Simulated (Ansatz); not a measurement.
## LaAg, space group Pm-3m: a charge-density difference against the sublattices, step by step

Computed with Ansatz 0.2.0 through its Python package.

Run as a notebook:

**Cell 1**
```python
import warnings

import ansatz
import numpy as np
```

**Cell 2**
```python
FUNCTIONAL = 'PBEsol'
FILLING = 'Marzari-Vanderbilt'
SIGMA = 0.1
CUTOFF = 460
MESH = (6, 6, 6)
```

**Cell 3**
```python
vectors0 = np.array([
    [3.76, 0.0, 0.0],
    [0.0, 3.76, 0.0],
    [0.0, 0.0, 3.76],
])
sites = [
    ('La', (0.5, 0.5, 0.5)),
    ('Ag', (0.0, 0.0, 0.0)),
]
```

**Cell 4**
```python
def crystal_on(cell):
    crystal = ansatz.Crystal(lattice=ansatz.Lattice.of(cell))
    for symbol, position in sites:
        crystal = crystal.atom(symbol, position)
    return crystal
```

**Cell 5**
```python
warnings.simplefilter('ignore', ansatz.DeckWarning)
```

**Cell 6**
```python
def solve(crystal):
    return (
        crystal.calculation()
        .functional(FUNCTIONAL)
        .occupations(FILLING, width=SIGMA)
        .basis(CUTOFF, grid_basis='typed')
        .kpoints(*MESH)
        .density()
        .run(threads=1)
    )
```

**Cell 7**
```python
whole = solve(crystal_on(vectors0))
difference = whole.density().channels[0].density_e_per_ang3.copy()
binding = whole.report['free_energy_ev']
for element in ['La', 'Ag']:
    part = ansatz.Crystal(lattice=ansatz.Lattice.of(vectors0))
    for symbol, position in sites:
        if symbol == element:
            part = part.atom(symbol, position)
    alone = solve(part)
    difference -= alone.density().channels[0].density_e_per_ang3
    binding -= alone.report['free_energy_ev']
    print(f'{element} sublattice: {alone.report["n_electrons"]:g} electrons, {alone.report["n_iterations"]} iterations')
```
Output:
```text
La sublattice: 11 electrons, 5 iterations
Ag sublattice: 19 electrons, 5 iterations
```

**Cell 8**
```python
voxel = abs(np.linalg.det(vectors0)) / difference.size
print(f'energy of the crystal less its unpolarised sublattices: {binding / len(sites):.4f} eV/atom')
print(f'net charge of the difference {difference.sum() * voxel:.5f} e, charge moved {0.5 * np.abs(difference).sum() * voxel:.3f} e')
print(f'extremes {difference.min():.4f} and {difference.max():.4f} e/A^3')
for (symbol, position) in sites:
    index = tuple(int(round(p * n)) % n for p, n in zip(position, difference.shape))
    print(f'  change of the pseudo-density at the grid point nearest {symbol}: {difference[index]:+.4f} e/A^3')
profile = difference.mean(axis=(0, 1))
print('planar mean along the third vector:', np.round(profile[:: max(len(profile) // 12, 1)], 4))
```
Output:
```text
energy of the crystal less its unpolarised sublattices: -1.7576 eV/atom
net charge of the difference 0.00000 e, charge moved 0.440 e
extremes -0.1396 and 0.0311 e/A^3
  change of the pseudo-density at the grid point nearest La: +0.0148 e/A^3
  change of the pseudo-density at the grid point nearest Ag: -0.0106 e/A^3
planar mean along the third vector: [-0.007  -0.0078 -0.0001  0.0084  0.0086  0.002  -0.0056 -0.0073 -0.0023
  0.0059  0.0095  0.0051 -0.0052 -0.0076]
```

Caveats:
- The mesh is modest for a metal, so energies can be off by several to tens of meV an atom and pressures by half a GPa or more; differences at equal mesh fare better.
- Densities and potentials on the grid are those of the valence electrons, and inside the cores they hang on the potentials used.
- The structure is a deposited one; some such entries were measured under pressure or heat, so a shift against it needn't be the functional's error alone.
- Charge moved counts every rearrangement, bonding and polarisation too, and is no transfer between atoms; the bare sublattices are artificial references. Values near the nuclei depend on the potentials.
- Finished in 2.7 s on 1 thread of Arm Neoverse V2, with other jobs on the host, peak memory 0.38 GiB.

(Lines on the test bed's own set-up are left out of the output.)
